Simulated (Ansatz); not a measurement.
**C2H3F3InN: up Jacob's ladder to CCSD(T)**

The task here is to estimate one member of a computed series from the others.

The runs use Ansatz 0.2.0, Gaussian basis; functionals in def2-TZVPP, the program's frozen cores in correlated methods.

Plan: LDA (SPW92), PBE-D4, revPBE-D4, BLYP-D4, r2SCAN-D4, B97M-V, PBE0-D4, B3LYP-D4, r2SCANh-D4, r2SCAN0-D4, HSE06-D4, BHLYP-D4, CAM-B3LYP-D4, LC-ωPBE, ωB97X-V, ωB97M-V, B2PLYP, PBE-QIDH; CCSD(T)/def2-SVP; MP2/def2-TZVPP; MP2/def2-QZVPP; RPA on PBE.

### The geometry

All runs share one geometry, relaxed beforehand with PBE0-D4 in a triple-zeta def2 set. In takes the def2 core potential; no spin-orbit term is included.

SMILES `CC#[N+][In-]([F])([F])[F]`, 10 atoms, charge 0, spin multiplicity 1.

Atoms are counted from 1 here; the program's logs count them from 0.

Bond lengths: C1–C2 1.441 Å, C1–H8 1.091 Å, C1–H9 1.091 Å, C1–H10 1.091 Å, C2–N3 1.143 Å, N3–In4 2.263 Å, In4–F5 1.941 Å, In4–F6 1.941 Å, In4–F7 1.941 Å. Angles: C2–C1–H8 109.5°, C2–C1–H9 109.5°, C2–C1–H10 109.5°, H8–C1–H9 109.4°, H8–C1–H10 109.4°, H9–C1–H10 109.4°, C1–C2–N3 180.0°, C2–N3–In4 179.8°, N3–In4–F5 98.6°, N3–In4–F6 98.6°, N3–In4–F7 98.6°, F5–In4–F6 117.8°, F5–In4–F7 117.8°, F6–In4–F7 117.8°.

The first run:

The input, in.yaml:

```yaml
crystal:
  periodic: [false, false, false]
  atoms:
    - {symbol: C, position_ang: [0.255545, -1.291435, 1.914078]}
    - {symbol: C, position_ang: [0.101240, -0.493038, 0.724450]}
    - {symbol: N, position_ang: [-0.021722, 0.139467, -0.219363]}
    - {symbol: In, position_ang: [-0.260737, 1.397288, -2.085631]}
    - {symbol: F, position_ang: [1.614716, 1.754370, -2.436458]}
    - {symbol: F, position_ang: [-1.330790, 2.831810, -1.333941]}
    - {symbol: F, position_ang: [-1.158904, 0.090421, -3.205076]}
    - {symbol: H, position_ang: [-0.470438, -2.105986, 1.902853]}
    - {symbol: H, position_ang: [1.264766, -1.705009, 1.947053]}
    - {symbol: H, position_ang: [0.089323, -0.669089, 2.794836]}
basis:
  gaussian: {orbitals: def2-TZVPP}
hamiltonian: {xc: lda}
output: {orbitals: {seedname: orbitals}}
```

Started as:

```console
ansatz run in.yaml --threads 4 --pin off --events-out ev --progress --plain --max-ram 11315MiB
```

Among the steps run: LDA; PBE-D4 (GGA); revPBE-D4 (GGA); BLYP-D4 (GGA); r2SCAN-D4 (meta-GGA); B97M-V (meta-GGA); B3LYP-D4 (hybrid); r2SCANh-D4 (hybrid); r2SCAN0-D4 (hybrid); HSE06-D4 (hybrid); BHLYP-D4 (hybrid); CAM-B3LYP-D4 (range-separated); LC-ωPBE (range-separated); ωB97X-V (range-separated); ωB97M-V (range-separated); B2PLYP (double hybrid); PBE-QIDH (double hybrid).

One table of the session follows, with a row left open; its other results are not shown here.

It belongs to the step «Frontier levels by functional». 

| functional | HOMO (eV) | gap (eV) |
| --- | --- | --- |
| LDA (SPW92) | -8.07 | 5.37 |
| PBE-D4 | -7.79 | 5.48 |
| revPBE-D4 | -7.69 | 5.49 |
| BLYP-D4 | -7.74 | 5.42 |
| r2SCAN-D4 | -8.22 | 6.16 |
| B97M-V | -8.33 | 6.18 |
| PBE0-D4 | -9.75 | 8.44 |
| B3LYP-D4 | -9.47 | 7.76 |
| r2SCANh-D4 | -8.97 | 7.29 |
| r2SCAN0-D4 | ? | ? |
| HSE06-D4 | -9.34 | 7.65 |
| BHLYP-D4 | -11.70 | 11.26 |
| CAM-B3LYP-D4 | -11.33 | 10.95 |
| LC-ωPBE | -12.60 | 13.67 |
| ωB97X-V | -12.29 | 13.16 |
| ωB97M-V | -12.27 | 12.92 |

Estimate the missing values for r2SCAN0-D4.

Worked estimate for «HOMO (eV)». Against the share of exact exchange, r2SCAN-D4 (0, -8.22), r2SCANh-D4 (0.1, -8.97) give a slope of -7.50 per unit share; at 0.25 the line stands at -10.09.

**Answer.** HOMO (eV): -10.08; gap (eV): 8.94. In «HOMO (eV)» the line misses by -0.01.
